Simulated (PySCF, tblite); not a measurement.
# C₅H₁₂OSi₂: geometry, infrared bands and NMR shifts

Aim: predict the infrared bands and NMR shifts of C₅H₁₂OSi₂ (`CC(=O)[C@@H]1C[Si@@H](C)[SiH2]1`).

The runs use tblite 0.8.0 and PySCF 2.14.0, with density-fitted response routines of our own; the level of theory stands in each step. All values are computed, except where a source is named. Atoms count from 0, in the outputs and in this text.

### 1 Starting geometry

20 atoms, charge 0, multiplicity 1; geometry from: force field or distance geometry start.

Bonds of the start (Å): C0–C1 1.48, C1–O2 1.21, C1–C3 1.49, C3–C4 1.52, C4–Si5 1.85, Si5–C6 1.86, Si5–Si7 2.20, Si7–C3 1.89, C0–H8 1.12, C0–H9 1.09, C0–H10 1.11, C3–H11 1.10, C4–H12 1.12, C4–H13 1.09, Si5–H14 1.46, C6–H15 1.09, C6–H16 1.11, C6–H17 1.12, Si7–H18 1.48, Si7–H19 1.45.

### 2 Optimising the geometry with GFN2-xTB

What the job is given:

```
{"job": {"kind": "relax", "xc": "GFN2-xTB", "basis": "xTB"}, "charge": 0, "multiplicity": 1}
C     -2.855000    -0.753900    -0.167000
C     -1.976900     0.429600    -0.301000
O     -2.280300     1.511200     0.140900
C     -0.661800     0.236000    -0.974400
C      0.156800    -0.800000    -0.217200
Si     1.351000     0.230300     0.756400
C      3.092800    -0.333800     0.413200
Si     0.490500     1.693200    -0.650200
H     -3.277600    -0.735700     0.867900
H     -2.323300    -1.702600    -0.259200
H     -3.686200    -0.743100    -0.900600
H     -0.741900    -0.014800    -2.045000
H      0.712300    -1.418000    -0.968700
H     -0.392200    -1.463400     0.453700
H      0.985200     0.368800     2.168100
H      3.576700     0.395200    -0.238500
H      3.085800    -1.346200    -0.041100
H      3.648900    -0.389500     1.380900
H     -0.187500     2.838000    -0.000600
H      1.277700     2.009500    -1.830300
```

Launch:

```sh
> OMP_NUM_THREADS=1 python probes_run.py task.json out
```

The driver reads the jobs from task.json and runs them one after another.

**Question.** This job is followed by: GFN2-xTB harmonic vibrations, gas phase; GIAO PBE0/pcSseg-1 NMR shielding, non-relativistic, gas phase. What will the session give for the following? strongest single infrared mode (GFN2-xTB); zero-point energy (GFN2-xTB); 13C shifts against TMS (PBE0/pcSseg-1); 1H shifts against TMS (PBE0/pcSseg-1, means over atoms taken as alike); 17O shifts against H2O (PBE0/pcSseg-1); 29Si shifts against TMS (PBE0/pcSseg-1).

As calculated:

| quantity | value |
| --- | --- |
| strongest single infrared mode (GFN2-xTB) | 2147 cm⁻¹, 330 km/mol |
| zero-point energy (GFN2-xTB) | 95.3 kcal/mol |
| 13C shifts against TMS (PBE0/pcSseg-1) | 220.1, 46.8, 30.7, 21.5, 2.8 ppm |
| 1H shifts against TMS (PBE0/pcSseg-1, means over atoms taken as alike) | 5.64, 4.81, 4.17, 3.12, 2.20, 1.58, 1.39, 0.26 ppm |
| 17O shifts against H2O (PBE0/pcSseg-1) | 601.2 ppm |
| 29Si shifts against TMS (PBE0/pcSseg-1) | -10.3, -29.6 ppm |

The optimisation took 162 steps and gained 0.945 eV; among the close pairs (by a distance rule), Si5–Si7 changed most, from 2.204 to 2.342 Å. All 54 modes are real, so the xTB geometry is a minimum. The strongest single mode, at 2147 cm⁻¹, moves mainly H19. GFN2-xTB is a fitted tight-binding method: band positions and strengths are rough. Its intensities can rank the bands wrongly. The most deshielded carbon is C1 (ketone carbonyl carbon), at 220.1 ppm: the double bond to the heteroatom, with no lone-pair donor beside it, deshields it most. At PBE0/pcSseg-1: The widest tensor belongs to O2: span 1120 ppm, with a paramagnetic part of -671 ppm.
